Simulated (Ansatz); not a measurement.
# TiSi16: the cost of one run

Program: Ansatz 0.2.0. Level of theory: DFT PBEsol, plane waves, PAW, scalar-relativistic, no spin polarisation. These are calculated values, not measurements.

**1. The starting structure**

The cell holds 17 atoms (Si16Ti): a = 7.679 Å, b = 7.679 Å, c = 7.679 Å, α = 60.00°, β = 60.00°, γ = 60.00°.

Its coordinates follow in the input file.

**2. Relaxing end A**

File input.yaml:

```yaml
crystal:
  lattice:
    - [0.0, 5.43, 5.43]
    - [5.43, 0.0, 5.43]
    - [5.43, 5.43, 0.0]
  atoms:
    - { symbol: Si, position: [0.0, 0.0, 0.0] }
    - { symbol: Si, position: [0.125, 0.125, 0.125] }
    - { symbol: Si, position: [0.0, 0.0, 0.5] }
    - { symbol: Si, position: [0.125, 0.125, 0.625] }
    - { symbol: Si, position: [0.0, 0.5, 0.0] }
    - { symbol: Si, position: [0.125, 0.625, 0.125] }
    - { symbol: Si, position: [0.0, 0.5, 0.5] }
    - { symbol: Si, position: [0.125, 0.625, 0.625] }
    - { symbol: Si, position: [0.5, 0.0, 0.0] }
    - { symbol: Si, position: [0.625, 0.125, 0.125] }
    - { symbol: Si, position: [0.5, 0.0, 0.5] }
    - { symbol: Si, position: [0.625, 0.125, 0.625] }
    - { symbol: Si, position: [0.5, 0.5, 0.0] }
    - { symbol: Si, position: [0.625, 0.625, 0.125] }
    - { symbol: Si, position: [0.5, 0.5, 0.5] }
    - { symbol: Si, position: [0.625, 0.625, 0.625] }
    - { symbol: Ti, position: [0.380354, 0.3725639, 0.3644579] }
basis:
  ecutwfc: 420.0
kpoints:
  mp_grid: { grid: [2, 2, 2] }
hamiltonian:
  xc: pbesol
  pseudopotentials: { kind: paw, azcp: { folder: soft_1 } }
scf:
  occupations: { method: gaussian, width: 0.02 }
  lower_state_search: "off"
relax:
  f_tol: 0.03
  max_steps: 60
  adjacent_minimum: "off"
output:
  write_density: true
  write_potential: true
  elf: true
  volumetric_format: npy
```

Launch:

```sh
> ansatz run input.yaml --threads 1 --pin off --max-ram 3072MiB --backend cpu --events-out ev --progress --plain --runs-dir out
```

What time and memory should one allow on 1 thread of Arm Neoverse V2, shared host?

About 69 s, with a peak of 0.56 GiB.
